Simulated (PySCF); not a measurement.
# C6H16Si: the cost of one run

Computed with PySCF 2.14.0, with density-fitted response routines of our own, on a single molecule in the gas phase. Atoms count from 0, in the outputs and in this text.

### 1 The starting structure

23 atoms, charge 0, multiplicity 1; geometry from: GFN2-xTB.

Bonds of the start (Å): C0–C1 1.53, C1–Si2 1.91, Si2–C3 1.91, C3–C4 1.52, Si2–C5 1.91, C5–C6 1.52, C0–H7 1.09, C0–H8 1.09, C0–H9 1.09, C1–H10 1.09, C1–H11 1.09, Si2–H12 1.48, C3–H13 1.09, C3–H14 1.09, C4–H15 1.09, C4–H16 1.09, C4–H17 1.09, C5–H18 1.09, C5–H19 1.09, C6–H20 1.09, C6–H21 1.09, C6–H22 1.09.

### 2 Relaxing the molecule at PBE0-D3(BJ)/def2-SVP

The job: settings as JSON, then the geometry in Å.

```
{"job": {"xc": "PBE0", "basis": "def2-SVP", "d3": "d3bj", "grid": 2, "kind": "geom"}, "charge": 0, "multiplicity": 1}
C     -1.698630    -1.395000     0.910990
C     -0.562490    -0.525050     1.442410
Si     0.444440     0.347950     0.071660
C     -0.680070     1.495900    -0.958310
C     -1.363730     2.569420    -0.120190
C      1.246530    -0.931670    -1.093960
C      2.179240    -1.894840    -0.369640
H     -2.239010    -1.868650     1.729640
H     -2.405060    -0.801770     0.339520
H     -1.310640    -2.180770     0.262470
H      0.105400    -1.144210     2.045250
H     -0.977010     0.219650     2.121460
H      1.500500     1.148060     0.723230
H     -0.089560     1.980580    -1.736990
H     -1.443620     0.912190    -1.475350
H     -2.008930     2.118550     0.629660
H     -1.972380     3.223340    -0.743030
H     -0.625250     3.180030     0.393450
H      1.810330    -0.413330    -1.870750
H      0.476540    -1.507260    -1.610540
H      2.641900    -2.590800    -1.067900
H      1.634230    -2.471950     0.373160
H      2.969460    -1.349410     0.140360
```

**Question.** How long does this first job take on 8 threads of AMD EPYC 9R45 (Zen 5), shared host?

About 30 s.
